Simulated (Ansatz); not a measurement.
# C6H14S: how energies converge with the basis set

One table from this session's results is given with a row withheld; the runs are named, their logs left out.

Method: one geometry, several basis sets; program: Ansatz 0.2.0, Gaussian basis.

Levels to be run: PBE0-D4/def2-SVP; ωB97M-V/def2-SVP; PBE0-D4/def2-QZVPP; ωB97M-V/def2-QZVPP; the functionals' def2-TZVPP values are taken from earlier runs.

## The geometry

An earlier PBE0-D4 in a triple-zeta def2 set relaxation fixed the geometry.

21 atoms, charge 0, spin multiplicity 1.

Atoms are counted from 1 here; the program's logs count them from 0.

Bond lengths: C1–C2 1.521 Å, C1–H8 1.093 Å, C1–H9 1.094 Å, C1–H10 1.092 Å, C2–C3 1.523 Å, C2–H11 1.097 Å, C2–H12 1.095 Å, C3–C4 1.519 Å, C3–H13 1.095 Å, C3–H14 1.097 Å, C4–C5 1.520 Å, C4–H15 1.098 Å, C4–H16 1.094 Å, C5–S6 1.807 Å, C5–H17 1.094 Å, C5–H18 1.094 Å, S6–C7 1.796 Å, C7–H19 1.092 Å and more. Angles: C2–C1–H8 112.0°, C2–C1–H9 110.9°, C2–C1–H10 111.2°, H8–C1–H9 107.6°, H8–C1–H10 107.3°, H9–C1–H10 107.7°, C1–C2–C3 113.9°, C1–C2–H11 109.6°, C1–C2–H12 108.9°, C3–C2–H11 109.5°, C3–C2–H12 108.6°, H11–C2–H12 106.0°, C2–C3–C4 114.1°, C2–C3–H13 109.6°, C2–C3–H14 109.2°, C4–C3–H13 109.0°, C4–C3–H14 108.6°, H13–C3–H14 106.1° and more.

Set-up of the first run:

in.yaml reads:

```yaml
crystal:
  periodic: [false, false, false]
  atoms:
    - {symbol: C, position_ang: [1.763726, -1.446707, -1.131645]}
    - {symbol: C, position_ang: [0.780258, -2.097327, -0.171489]}
    - {symbol: C, position_ang: [0.005264, -1.105110, 0.685537]}
    - {symbol: C, position_ang: [-0.949040, -0.221258, -0.099397]}
    - {symbol: C, position_ang: [-1.704327, 0.780599, 0.759058]}
    - {symbol: S, position_ang: [-0.687857, 2.025058, 1.585010]}
    - {symbol: C, position_ang: [-0.104902, 2.962492, 0.167987]}
    - {symbol: H, position_ang: [1.259126, -0.826001, -1.875886]}
    - {symbol: H, position_ang: [2.470278, -0.808448, -0.592831]}
    - {symbol: H, position_ang: [2.342325, -2.197598, -1.674555]}
    - {symbol: H, position_ang: [0.076359, -2.722266, -0.734248]}
    - {symbol: H, position_ang: [1.326262, -2.778450, 0.489262]}
    - {symbol: H, position_ang: [0.707253, -0.470579, 1.237468]}
    - {symbol: H, position_ang: [-0.568534, -1.653230, 1.442277]}
    - {symbol: H, position_ang: [-1.687102, -0.849724, -0.614115]}
    - {symbol: H, position_ang: [-0.411664, 0.313604, -0.888367]}
    - {symbol: H, position_ang: [-2.223091, 0.268022, 1.574803]}
    - {symbol: H, position_ang: [-2.466897, 1.299046, 0.170442]}
    - {symbol: H, position_ang: [-0.942031, 3.337726, -0.424888]}
    - {symbol: H, position_ang: [0.562503, 2.376786, -0.466059]}
    - {symbol: H, position_ang: [0.452092, 3.813367, 0.561615]}
basis:
  gaussian: {orbitals: def2-SVP}
hamiltonian: {xc: pbe0, dispersion: d4}
output: {orbitals: {seedname: orbitals}}
```

On the command line:

```console
ansatz run in.yaml --threads 2 --pin off --events-out ev --progress --plain --max-ram 32768MiB --backend cpu
```

Among the steps run: PBE0-D4 in def2-SVP; ωB97M-V in def2-SVP; PBE0-D4 in def2-QZVPP; ωB97M-V in def2-QZVPP.

One table of the session follows, with a row left open; its other results are not shown here.

It belongs to the step «Density functionals: the series». 

| functional | basis | HOMO (eV) | LUMO (eV) |
| --- | --- | --- | --- |
| PBE0-D4 | def2-SVP | -6.11 | 1.50 |
| PBE0-D4 | def2-TZVPP | -6.19 | 0.93 |
| PBE0-D4 | def2-QZVPP | -6.22 | 0.53 |
| ωB97M-V | def2-SVP | ? | ? |
| ωB97M-V | def2-TZVPP | -8.42 | 2.44 |
| ωB97M-V | def2-QZVPP | -8.45 | 1.74 |

**Question.** Estimate the row for ωB97M-V, def2-SVP.

The run gave: HOMO (eV): -8.33; LUMO (eV): 3.17. In the column «HOMO (eV)» it lies between ωB97M-V, def2-TZVPP (-8.42) and PBE0-D4, def2-QZVPP (-6.22).
